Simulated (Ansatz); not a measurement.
# SiC (Moissanite): the cost of one run

Computed with the Python package of Ansatz 0.2.0. Level of theory: DFT PBE, plane waves, PAW.

### 1 Starting point

Symmetry: P6_3mc, No. 186, hexagonal system. Conventional cell: a = 3.076 Å, b = 3.076 Å, c = 5.048 Å, α = 90.00°, β = 90.00°, γ = 120.00°. Around Si (site symmetry 3m) lie 4 C at 1.87 to 1.94 Å. C (site symmetry 3m) is surrounded by 4 Si at 1.87 to 1.94 Å.

No structure file is read: the coordinates are typed or built in the script.

### 2 The code

The input, eos_sic.py:

```python
'''Equation of state of SiC.'''

import ansatz as az
import numpy as np

vectors0 = np.array([
    [3.076, 0.0, 0.0],
    [-1.538, 2.66389, 0.0],
    [0.0, 0.0, 5.048],
])
sites = [
    ('Si', (1 / 3, 2 / 3, 0.0)),
    ('Si', (2 / 3, 1 / 3, 0.5)),
    ('C', (1 / 3, 2 / 3, 0.385)),
    ('C', (2 / 3, 1 / 3, 0.885)),
]


def build(cell):
    crystal = az.Crystal(lattice=az.Lattice.of(cell))
    for symbol, position in sites:
        crystal = crystal.atom(symbol, position)
    return crystal

# uniform scaling of the cell
volumes, energies = [], []
for scale in np.linspace(0.92, 1.08, 7):
    cell = vectors0 * scale ** (1 / 3)
    model = (
        build(cell).calculation()
        .occupations(az.OccupationsMethod.FIXED)
        .functional('pbe')
        .scf(tolerance=1e-09)
        .basis(500)
        .kpoints(12, 12, 4)
    )
    rep = model.run().report
    volumes.append(abs(np.linalg.det(cell)) / len(sites))
    energies.append(rep['free_energy_ev'] / len(sites))
    print(f'V = {volumes[-1]:8.4f} A^3/atom  F = {energies[-1]:.5f} eV/atom')

# third-order Birch-Murnaghan: a cubic in V^(-2/3)
x = np.array(volumes) ** (-2 / 3)
poly = np.polynomial.Polynomial.fit(x, energies, 3).convert()
roots = poly.deriv().roots()
x0 = min((r.real for r in roots if abs(r.imag) < 1e-9 and poly.deriv(2)(r.real) > 0), key=lambda r: abs(r - x.mean()))
v0 = x0 ** -1.5
b0 = 4 / 9 * poly.deriv(2)(x0) * v0 ** (-7 / 3) * 160.21766
b1 = 4 + 2 / 3 * x0 * poly.deriv(3)(x0) / poly.deriv(2)(x0)
print(f'V0 = {v0:.4f} A^3/atom, B0 = {b0:.1f} GPa, dB/dP = {b1:.2f}')
```

### 3 What the engine is handed

The package turns the script's settings into the engine's input (first run):

```yaml
crystal:
  lattice:
    - [2.991683229449201, 0.0, 0.0]
    - [-1.4958416147246005, 2.5908696482761484, 0.0]
    - [0.0, 0.0, 4.909628394752785]
  atoms:
    - { symbol: Si, position: [0.3333333333333333, 0.6666666666666666, 0.0] }
    - { symbol: Si, position: [0.6666666666666666, 0.3333333333333333, 0.5] }
    - { symbol: C, position: [0.3333333333333333, 0.6666666666666666, 0.385] }
    - { symbol: C, position: [0.6666666666666666, 0.3333333333333333, 0.885] }
basis:
  ecutwfc: 500.0
kpoints:
  mp_grid:
    grid: [12, 12, 4]
hamiltonian:
  xc: pbe
scf:
  convergence:
    dr2_threshold: 1.0e-09
  occupations:
    method: fixed
```

### 4 Launch

The run is started by

```
$ python eos_sic.py
```

What time and memory should one allow on 1 thread of Arm Neoverse V1, shared host?

About 22 s, with a peak of 0.38 GiB.
